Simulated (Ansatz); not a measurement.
# CH6NOSbSi: small, medium and large basis sets

How large a basis does CH6NOSbSi need? Two functionals are run in growing sets.

Method: one geometry, several basis sets; program: Ansatz 0.2.0, Gaussian basis.

The runs, in order: PBE0-D4/def2-SVP; ωB97M-V/def2-SVP; PBE0-D4/def2-QZVPP; ωB97M-V/def2-QZVPP; the functionals' def2-TZVPP values are taken from earlier runs.

**1. Structure used throughout**

All runs share one geometry, relaxed beforehand with PBE0-D4 in a triple-zeta def2 set. Sb takes the def2 core potential; no spin-orbit term is included.

SMILES `[SiH3]O/C=[N]\[SbH2]`, 11 atoms, charge 0, spin multiplicity 1.

Atoms are counted from 1 here; the program's logs count them from 0.

Bond lengths: Si1–O2 1.667 Å, Si1–H6 1.477 Å, Si1–H7 1.485 Å, Si1–H8 1.485 Å, O2–C3 1.352 Å, C3–N4 1.250 Å, C3–H9 1.099 Å, N4–Sb5 2.065 Å, Sb5–H10 1.717 Å, Sb5–H11 1.717 Å. Angles: O2–Si1–H6 105.3°, O2–Si1–H7 110.0°, O2–Si1–H8 110.0°, H6–Si1–H7 111.1°, H6–Si1–H8 111.1°, H7–Si1–H8 109.3°, Si1–O2–C3 125.6°, O2–C3–N4 126.2°, O2–C3–H9 113.9°, N4–C3–H9 119.9°, C3–N4–Sb5 120.8°, N4–Sb5–H10 97.1°, N4–Sb5–H11 97.1°, H10–Sb5–H11 90.1°.

**2. PBE0-D4 in def2-SVP**

in.yaml

```yaml
crystal:
  periodic: [false, false, false]
  atoms:
    - {symbol: Si, position_ang: [-1.711082, 0.774272, 0.198134]}
    - {symbol: O, position_ang: [-0.223926, 0.040662, 0.023540]}
    - {symbol: C, position_ang: [0.965654, 0.680269, -0.041995]}
    - {symbol: N, position_ang: [2.086665, 0.142255, -0.171337]}
    - {symbol: Sb, position_ang: [2.266573, -1.910104, -0.308030]}
    - {symbol: H, position_ang: [-2.690622, -0.331342, 0.211485]}
    - {symbol: H, position_ang: [-1.754312, 1.541113, 1.468682]}
    - {symbol: H, position_ang: [-1.960952, 1.695296, -0.939226]}
    - {symbol: H, position_ang: [0.887212, 1.774019, 0.029349]}
    - {symbol: H, position_ang: [0.994369, -2.160410, -1.434000]}
    - {symbol: H, position_ang: [1.205822, -2.303030, 0.983999]}
basis:
  gaussian: {orbitals: def2-SVP}
hamiltonian: {xc: pbe0, dispersion: d4}
output: {orbitals: {seedname: orbitals}}
```

Launch:

```bash
> ansatz run in.yaml --threads 4 --pin off --events-out ev --progress --plain --max-ram 10444MiB
```

The runs that follow: ωB97M-V in def2-SVP; PBE0-D4 in def2-QZVPP; ωB97M-V in def2-QZVPP.

Q: Predict the results of all the runs planned. Wanted: PBE0-D4: double and triple zeta above quadruple; ωB97M-V: double and triple zeta above quadruple.

The runs gave:

| quantity | value |
| --- | --- |
| PBE0-D4: double and triple zeta above quadruple | 9.22, 0.59 eV |
| ωB97M-V: double and triple zeta above quadruple | 9.41, 0.56 eV |

For PBE0-D4 the step from double to triple zeta gains 8.63 eV and the next only 0.59 eV. These are total energies; as a rule much of such shifts cancels in differences, which this series doesn't test. The LUMO of ωB97M-V is positive and keeps falling with the basis (1.69 to 1.08 eV): an unbound level that the basis holds in place.
